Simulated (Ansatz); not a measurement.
# CHBClN (SMILES N#CBCl): single points off equilibrium

Aim: energy, forces and dipole at a structure displaced at random from a GFN2-xTB minimum, from CCSD(T) and from density functionals.

The runs use Ansatz 0.2.0, Gaussian basis; single points in def2-TZVPP.

Cores are frozen in the correlated methods. B3LYP uses VWN-RPA correlation.

### Step 1. Starting geometry

SMILES `N#CBCl`, 5 atoms, charge 0, spin multiplicity 1.

Atoms are counted from 1 here; the program's logs count them from 0.

Bond lengths: N1–C2 1.162 Å, C2–B3 1.511 Å, B3–Cl4 1.688 Å, B3–H5 1.194 Å. Angles: N1–C2–B3 179.3°, C2–B3–Cl4 118.4°, C2–B3–H5 120.8°, Cl4–B3–H5 120.8°.

Coordinates:

```csv
atom,x (Å),y (Å),z (Å)
N1,1.0247,-1.4140,1.2175
C2,0.4992,-0.6183,0.5540
B3,-0.1788,0.4309,-0.2969
Cl4,-1.5714,-0.0020,-1.1467
H5,0.2590,1.5398,-0.3648
```

### Step 2. CCSD(T)/def2-TZVPP

Input file run/in.yaml:

```yaml
crystal:
  periodic: [false, false, false]
  atoms:
    - {symbol: N, position_ang: [1.024700, -1.414000, 1.217500]}
    - {symbol: C, position_ang: [0.499200, -0.618300, 0.554000]}
    - {symbol: B, position_ang: [-0.178800, 0.430900, -0.296900]}
    - {symbol: Cl, position_ang: [-1.571400, -0.002000, -1.146700]}
    - {symbol: H, position_ang: [0.259000, 1.539800, -0.364800]}
basis:
  gaussian: {orbitals: def2-TZVPP}
correlation: {method: ccsd_t}
output: {forces: true}
```

No record of the launch command was kept for these runs.

### Step 3. PBE0-D4/def2-TZVPP

Changes to run/in.yaml since step 2:

```diff
@@ -10,3 +10,3 @@
   gaussian: {orbitals: def2-TZVPP}
-correlation: {method: ccsd_t}
-output: {forces: true}
+hamiltonian: {xc: pbe0, dispersion: d4}
+output: {forces: true, orbitals: {seedname: orbitals}}
```

### Step 4. wB97M-V/def2-TZVPP

Changes to run/in.yaml since step 3:

```diff
@@ -10,3 +10,3 @@
   gaussian: {orbitals: def2-TZVPP}
-hamiltonian: {xc: pbe0, dispersion: d4}
-output: {forces: true, orbitals: {seedname: orbitals}}
+hamiltonian: {xc: {name: wB97M-V}}
+output: {forces: true}
```

### Step 5. r2SCAN-D4/def2-TZVPP

Changes to run/in.yaml since step 4:

```diff
@@ -10,3 +10,3 @@
   gaussian: {orbitals: def2-TZVPP}
-hamiltonian: {xc: {name: wB97M-V}}
+hamiltonian: {xc: r2scan, dispersion: d4}
 output: {forces: true}
```

### Step 6. PBE-D4/def2-TZVPP

Changes to run/in.yaml since step 5:

```diff
@@ -10,3 +10,3 @@
   gaussian: {orbitals: def2-TZVPP}
-hamiltonian: {xc: r2scan, dispersion: d4}
+hamiltonian: {xc: pbe, dispersion: d4}
 output: {forces: true}
```

### Step 7. r2SCAN0-D4/def2-TZVPP

Changes to run/in.yaml since step 6:

```diff
@@ -10,3 +10,3 @@
   gaussian: {orbitals: def2-TZVPP}
-hamiltonian: {xc: pbe, dispersion: d4}
+hamiltonian: {xc: {name: r2SCAN0}, dispersion: d4}
 output: {forces: true}
```

### Step 8. B3LYP-D4/def2-TZVPP

Changes to run/in.yaml since step 7:

```diff
@@ -10,3 +10,3 @@
   gaussian: {orbitals: def2-TZVPP}
-hamiltonian: {xc: {name: r2SCAN0}, dispersion: d4}
+hamiltonian: {xc: {name: B3LYP}, dispersion: d4}
 output: {forces: true}
```

(Steps that only read results are left out.)

**Question.** What will these runs give? Wanted: energy less free atoms, CCSD(T)/def2-TZVPP; RMS force component; RMS force error; HOMO and LUMO, PBE0-D4; T1 diagnostic.

The runs gave:

| quantity | value |
| --- | --- |
| energy less free atoms, CCSD(T)/def2-TZVPP | -2049.2 kJ/mol |
| RMS force component | 0.452 to 0.833 eV/Å over the methods |
| RMS force error | PBE0-D4 0.505, wB97M-V 0.632, r2SCAN-D4 0.299, PBE-D4 0.198, r2SCAN0-D4 0.732, B3LYP-D4 0.468 eV/Å |
| HOMO and LUMO, PBE0-D4 | -9.66 and -3.14 eV |
| T1 diagnostic | 0.014 |

**Reading.** Against CCSD(T) the functionals' energies less atoms differ by -175.6 to -21.2 kJ/mol, PBE-D4 by -175.6 kJ/mol. CCSD(T) in triple zeta still lacks some correlation energy of the bonds, so part of these gaps is its own basis error and they don't rank the functionals. On forces the order runs from PBE-D4 to r2SCAN0-D4. Frozen-core CCSD(T) forces in triple zeta carry basis errors of their own, and this is one geometry, so small gaps rank nothing.
